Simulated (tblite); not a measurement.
# C5H10BrNSi: the cost of one run

Computed with tblite 0.8.0 and PySCF 2.14.0, with density-fitted response routines of our own, on a single molecule in the gas phase. Atoms count from 0, in the outputs and in this text.

## (1) The starting structure

18 atoms, charge 0, multiplicity 1; geometry from: force field or distance geometry start.

Bonds of the start (Å): C0–N1 1.30, N1–Si2 1.74, Si2–Br3 2.20, Si2–C4 1.88, C4–C5 1.35, C4–C6 1.51, C6–C7 1.52, C0–H8 1.11, C0–H9 1.09, Si2–H10 1.48, C5–H11 1.08, C5–H12 1.09, C6–H13 1.09, C6–H14 1.10, C7–H15 1.09, C7–H16 1.10, C7–H17 1.10.

## (2) Relaxing the molecule with GFN2-xTB

The job: settings as JSON, then the geometry in Å.

```
{"job": {"kind": "relax", "xc": "GFN2-xTB", "basis": "xTB"}, "charge": 0, "multiplicity": 1}
C      3.486700    -0.083600    -0.536200
N      2.344300     0.538000    -0.609700
Si     1.113400    -0.032100     0.482400
Br     1.563300     0.703100     2.507100
C     -0.554600     0.656800    -0.027700
C     -0.679800     1.792300    -0.754500
C     -1.774500    -0.094400     0.437800
C     -2.138200    -1.258800    -0.464400
H      3.716400    -0.927100     0.143100
H      4.295100     0.238300    -1.194000
H      1.097100    -1.512300     0.463900
H     -1.651100     2.186100    -1.027500
H      0.186700     2.359100    -1.081300
H     -2.630700     0.583500     0.486400
H     -1.639800    -0.450600     1.470100
H     -1.359300    -2.021900    -0.480500
H     -2.322300    -0.920400    -1.491100
H     -3.061300    -1.749700    -0.109000
```

Command:

```console
$ OMP_NUM_THREADS=1 python probes_run.py task.json out
```

The driver reads the jobs from task.json and runs them one after another.

Q: Estimate the wall time and peak memory of this first job on 1 thread of Arm Neoverse V2, shared host.

About 1.7 s, with a peak of 0.18 GiB.
